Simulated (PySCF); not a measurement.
**TlS: bond curves at several levels of theory**

One table from this session's results is given with a row withheld; the runs are named, their logs left out.

Program: PySCF 2.14.0. Level of theory: Tl aug-cc-pVDZ-PP with ECP60, S aug-cc-pV(D+d)Z, scalar-relativistic core potentials. These are calculated values, not measurements.

Set-up of the first run:

A driver script around PySCF takes these settings:

```json
{
 "atoms": "Tl, S",
 "charge": "0",
 "basis": "Tl aug-cc-pVDZ-PP with ECP60, S aug-cc-pV(D+d)Z",
 "Hamiltonian": "scalar-relativistic core potentials",
 "basis functions": "64",
 "electrons treated": "37",
 "masses in u": "204.9744, 31.9721",
 "levels": "PBE0, PBE, r²SCAN, BLYP, revPBE, M06-L, HF, MP2, SCS-MP2, CCSD, CCSD(T)",
 "grid": "80 radial by 434 angular points",
 "occupations": "held fixed by the projection of orbital angular momentum",
 "dissociation limit": "Tl + S, each in its ground configuration",
 "starting distance in angstrom": "2.415",
 "values of 2S to try": "1, 3"
}
```

Run with:

```
$ OMP_NUM_THREADS=1 python dia.py task.json out
```

Steps of the session up to this table: The job; PBE0 along the bond; Excited determinants; PBE; r²SCAN; BLYP (GGA); revPBE (GGA); M06-L; UHF; Adding correlation.

One of the session's tables, all rows but one given; the rest of the session is left out.

It belongs to the step «The curves together». Energy (eV) from each level's lowest point:

```
R (Å)    UHF  UHF-MP2  UHF-SCS-MP2  UHF-CCSD  UHF-CCSD(T)
2.263  0.826    0.771        0.812       n/a          n/a
2.368  0.383    0.347        0.375     0.372        0.377
2.473  0.133    0.112        0.128     0.127        0.130
2.552  0.037    0.027        0.035     0.034        0.036
2.631  0.000    0.000        0.000     0.000        0.000
2.710      ?        ?            ?         ?            ?
2.815  0.069    0.093        0.076     0.077        0.073
2.947  0.202    0.242        0.215     0.216        0.210
3.105  0.408    0.467        0.430     0.430        0.421
3.315  0.715    0.802        0.753       n/a          n/a
```

**Question.** Estimate the row for R (Å) = 2.710.

Worked estimate for «UHF». A straight line through the neighbours (2.631, 0.000) and (2.815, 0.069) gives 0.000 + (0.069 − 0.000) × (2.710 − 2.631) / (2.815 − 2.631) = 0.030; a parabola fitted to 4 rows on both sides gives 0.012.

The run gave: UHF: 0.008; UHF-MP2: 0.018; UHF-SCS-MP2: 0.011; UHF-CCSD: 0.011; UHF-CCSD(T): 0.009. In «UHF» the line misses by +0.022 and the parabola by +0.004.
